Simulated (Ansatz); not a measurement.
Geometry optimisation, Ansatz 0.2.0, DFT PBE-D3(BJ), scalar-relativistic, plane waves, PAW.

The input (input.yaml):

```yaml
crystal:
  lattice:
    - [8.1, 0.0, 0.0]
    - [0.0, 8.1, 0.0]
    - [0.0, 0.0, 8.1]
  atoms:
    - { symbol: Al, position: [0.5, 0.0, 0.0] }
    - { symbol: Al, position: [0.75, 0.25, 0.0] }
    - { symbol: Al, position: [0.75, 0.0, 0.25] }
    - { symbol: Al, position: [0.0, 0.0, 0.0] }
    - { symbol: Al, position: [0.25, 0.25, 0.0] }
    - { symbol: Al, position: [0.5, 0.5, 0.0] }
    - { symbol: Al, position: [0.75, 0.75, 0.0] }
    - { symbol: Al, position: [0.25, 0.0, 0.25] }
    - { symbol: Al, position: [0.5, 0.25, 0.25] }
    - { symbol: Al, position: [0.75, 0.5, 0.25] }
    - { symbol: Al, position: [0.5, 0.0, 0.5] }
    - { symbol: Al, position: [0.75, 0.25, 0.5] }
    - { symbol: Al, position: [0.75, 0.0, 0.75] }
    - { symbol: Al, position: [0.0, 0.5, 0.0] }
    - { symbol: Al, position: [0.25, 0.75, 0.0] }
    - { symbol: Al, position: [0.0, 0.25, 0.25] }
    - { symbol: Al, position: [0.25, 0.5, 0.25] }
    - { symbol: Al, position: [0.5, 0.75, 0.25] }
    - { symbol: Al, position: [0.0, 0.0, 0.5] }
    - { symbol: Al, position: [0.25, 0.25, 0.5] }
    - { symbol: Al, position: [0.5, 0.5, 0.5] }
    - { symbol: Al, position: [0.75, 0.75, 0.5] }
    - { symbol: Al, position: [0.25, 0.0, 0.75] }
    - { symbol: Al, position: [0.5, 0.25, 0.75] }
    - { symbol: Al, position: [0.75, 0.5, 0.75] }
    - { symbol: Al, position: [0.0, 0.75, 0.25] }
    - { symbol: Al, position: [0.0, 0.5, 0.5] }
    - { symbol: Al, position: [0.25, 0.75, 0.5] }
    - { symbol: Al, position: [0.0, 0.25, 0.75] }
    - { symbol: Al, position: [0.25, 0.5, 0.75] }
    - { symbol: Al, position: [0.5, 0.75, 0.75] }
    - { symbol: Al, position: [0.0, 0.75, 0.75] }
    - { symbol: C, position: [0.00725873, 0.25475828, 0.50539727] }
basis:
  ecutwfc: 420.0
kpoints:
  mp_grid: { grid: [3, 3, 3] }
hamiltonian:
  xc: pbe
  dispersion: d3bj
  pseudopotentials: { kind: paw, azcp: { folder: soft_1 } }
scf:
  occupations: { method: gaussian, width: 0.1 }
  lower_state_search: "off"
relax:
  f_tol: 0.03
  max_steps: 60
  adjacent_minimum: "off"
```

Launched with:

```bash
$ ansatz run input.yaml --threads 4 --pin off --max-ram 10240MiB --backend cpu --events-out ev --progress --plain --runs-dir out
```

Problem. Where does it end, and by what steps?

Solution. The forces met the threshold. Limits of this set-up: coarse k mesh, a small cell, in which the defect meets its images. After 4 steps the energy has fallen by 0.256 eV; C33 moved furthest, 0.08 Å.

| step | energy less start (eV) | largest force component (eV/Å) | accepted |
| --- | --- | --- | --- |
| 0 | 0.0000 | 1.277 | yes |
| 1 | -0.1890 | 0.695 | yes |
| 2 | -0.2500 | 0.140 | yes |
| 3 | -0.2528 | 0.080 | yes |
| 4 | -0.2560 | 0.003 | yes |

```xyz
33
Lattice="8.1000 0.0000 0.0000 0.0000 8.1000 0.0000 0.0000 0.0000 8.1000" Properties=species:S:1:pos:R:3
Al 4.052 0.006 0.001
Al 6.058 2.026 0.001
Al 6.050 -0.025 2.000
Al 0.001 -0.017 0.001
Al 2.045 2.026 0.001
Al 4.052 4.046 0.001
Al 6.081 6.076 0.001
Al 2.053 -0.026 1.999
Al 4.052 2.026 2.008
Al 6.050 4.077 2.000
Al 4.052 -0.017 4.051
Al 6.006 2.026 4.051
Al 6.050 -0.026 6.102
Al 0.001 4.069 0.001
Al 2.022 6.076 0.001
Al 0.002 2.026 1.955
Al 2.053 4.078 1.999
Al 4.052 6.076 2.031
Al 0.002 -0.070 4.051
Al 2.100 2.026 4.051
Al 4.052 4.069 4.051
Al 6.058 6.076 4.051
Al 2.053 -0.026 6.103
Al 4.052 2.026 6.095
Al 6.049 4.078 6.103
Al 0.001 6.076 2.008
Al 0.002 4.124 4.051
Al 2.045 6.076 4.051
Al 0.002 2.026 6.150
Al 2.054 4.078 6.103
Al 4.052 6.076 6.072
Al 0.001 6.076 6.095
C 0.004 2.028 4.053
```

Whether the end is a true minimum wasn't checked by a vibrational analysis.

The run took 52 s on 4 threads of Arm Neoverse V1, on a shared host, peak memory 1.4 GiB.
